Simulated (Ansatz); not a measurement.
# HI+ (doublet): geometry and frequencies at several levels

One table from this session's results is given with a row withheld; the runs are named, their logs left out.

Program: Ansatz 0.2.0. Level of theory: the levels named in each step. These are calculated values, not measurements.

### The starting structure

Bond lengths: I1–H2 1.622 Å.

As a file:

```xyz
2

I     0.0000    0.0000    0.0000
H     0.0000    0.0000    1.6219
```

Set-up of the first run:

File input.yaml:

```yaml
crystal:
  periodic: [false, false, false]
  atoms:
    - { symbol: I, position_ang: [0.0, 0.0, -0.00591838] }
    - { symbol: H, position_ang: [0.0, 0.0, 1.62785838] }
magnetization:
  spin_polarized: true
  initial_magnetization: 1
total_charge: 1
basis:
  gaussian: { orbitals: def2-TZVPP }
hamiltonian:
  xc: pbe0
  dispersion: d4
phonons: {}
```

The run is started by

```console
> ansatz run input.yaml --threads 1 --pin off --max-ram 2560MiB --backend cpu --events-out ev --progress --plain --runs-dir out
```

Steps of the session up to this table: Frequencies, PBE0-D4/def2-TZVPP; Relaxation, PBE-D4/def2-TZVPP; Frequencies, PBE-D4/def2-TZVPP; Relaxation, r2SCAN-D4/def2-TZVPP; Frequencies, r2SCAN-D4/def2-TZVPP; Relaxation, B3LYP-D4/def2-TZVPP; Frequencies, B3LYP-D4/def2-TZVPP; Relaxation, B2PLYP/def2-TZVPP; Frequencies, B2PLYP/def2-TZVPP.

One of the session's tables, all rows but one given; the rest of the session is left out.

It belongs to the step «Geometries side by side». 

```
               level  I1–H2 (Å)  rotational constants (MHz)  highest frequency (cm⁻¹)
  PBE0-D4/def2-TZVPP     1.6338                      189360                      2225
   PBE-D4/def2-TZVPP     1.6489                      185890                      2140
r2SCAN-D4/def2-TZVPP     1.6354                      188990                      2204
 B3LYP-D4/def2-TZVPP     1.6385                      188280                      2189
   B2PLYP/def2-TZVPP          ?                           ?                         ?
```

Q: Estimate the row for B2PLYP/def2-TZVPP from the others.

The run gave: I1–H2 (Å): 1.6282; rotational constants (MHz): 190650; highest frequency (cm⁻¹): 2239. In the column «I1–H2 (Å)» it is the lowest.
